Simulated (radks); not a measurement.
# Valence configurations of Tb

NIST gives [Xe] 4f9 6s2 as the ground configuration of Tb. Does this level of theory agree? Several fillings of the valence shells are run.

The numbers are computed with radks (a radial shooting solver on a logarithmic mesh, Libxc functionals) version 1 (Dirac Kohn-Sham, LDA (Slater exchange, Perdew-Wang correlation), spin-unpolarised, spherical densities, finite nucleus; open shells fill j = l - 1/2 first), except any that are marked as measured or tabulated.

2 further runs of the same task are left out: 2 that didn't finish.

**1. What is computed**

```
element            : terbium (Z = 65)
charge             : 0
electrons          : 65
configuration      : [Xe] 4f9 6s2
nuclear rms radius : 5.06 fm
others tried       : 4f9 5d0.5 6s1.5; 4f7 5d2 6s2; 4f9 5d1 6s1; 4f9 5d2; 4f8 5d1 6s2; 4f8.5 5d0.5 6s1.5 6p0.5; 4f8 5d2 6s1
```

**2. [Xe] 4f9 6s2**

The run's settings:

```text
Z 65
configuration [Xe] 4f9 6s2
relativity Dirac
functional lda,pw
spin unpolarised
j_filling energy
nucleus finite rms 5.06 fm
c 137.035999084
```

**3. [Xe] 4f9 5d0.5 6s1.5**

Changes since step 2:

```diff
@@ -1,3 +1,3 @@
 Z 65
-configuration [Xe] 4f9 6s2
+configuration [Xe] 4f9 5d0.5 6s1.5
 relativity Dirac
```

**4. [Xe] 4f7 5d2 6s2**

Changes since step 3:

```diff
@@ -1,3 +1,3 @@
 Z 65
-configuration [Xe] 4f9 5d0.5 6s1.5
+configuration [Xe] 4f7 5d2 6s2
 relativity Dirac
```

**5. [Xe] 4f9 5d1 6s1**

Changes since step 4:

```diff
@@ -1,3 +1,3 @@
 Z 65
-configuration [Xe] 4f7 5d2 6s2
+configuration [Xe] 4f9 5d1 6s1
 relativity Dirac
```

**6. [Xe] 4f9 5d2**

Changes since step 5:

```diff
@@ -1,3 +1,3 @@
 Z 65
-configuration [Xe] 4f9 5d1 6s1
+configuration [Xe] 4f9 5d2
 relativity Dirac
```

**7. [Xe] 4f8 5d1 6s2**

Changes since step 6:

```diff
@@ -1,3 +1,3 @@
 Z 65
-configuration [Xe] 4f9 5d2
+configuration [Xe] 4f8 5d1 6s2
 relativity Dirac
```

**8. [Xe] 4f8.5 5d0.5 6s1.5 6p0.5**

Changes since step 7:

```diff
@@ -1,3 +1,3 @@
 Z 65
-configuration [Xe] 4f8 5d1 6s2
+configuration [Xe] 4f8.5 5d0.5 6s1.5 6p0.5
 relativity Dirac
```

**9. [Xe] 4f8 5d2 6s1**

Changes since step 8:

```diff
@@ -1,3 +1,3 @@
 Z 65
-configuration [Xe] 4f8.5 5d0.5 6s1.5 6p0.5
+configuration [Xe] 4f8 5d2 6s1
 relativity Dirac
```

Q: Predict the outcome of this session. Wanted: for each run, valence; E − E(NIST configuration); highest level; its energy; 1s shift.

As calculated:

```
                valence  E − E(NIST configuration) (eV)  highest level  its energy (eV)  1s shift (eV)
                4f9 6s2                           0.000          4f7/2           -2.756          +0.00
        4f9 5d0.5 6s1.5                           1.166          5d3/2           -1.289          +0.51
            4f9 5d1 6s1                           2.381          5d3/2           -1.107          +0.86
4f8.5 5d0.5 6s1.5 6p0.5                           2.450          6p1/2           -1.783          -3.57
            4f8 5d1 6s2                           3.419          5d3/2           -2.697          -6.18
                4f9 5d2                           4.888          5d3/2           -0.986          +1.19
            4f8 5d2 6s1                           5.237          5d3/2           -1.880          -4.80
            4f7 5d2 6s2                          11.920          5d3/2           -3.753         -13.24
```

Theory agrees with NIST among these: the next, 4f9 5d0.5 6s1.5, lies 1.166 eV higher. The energies are those of spherical spin-averaged densities, not of single terms. The 1s eigenvalue shifts by up to 13.24 eV as the valence charge is rearranged.
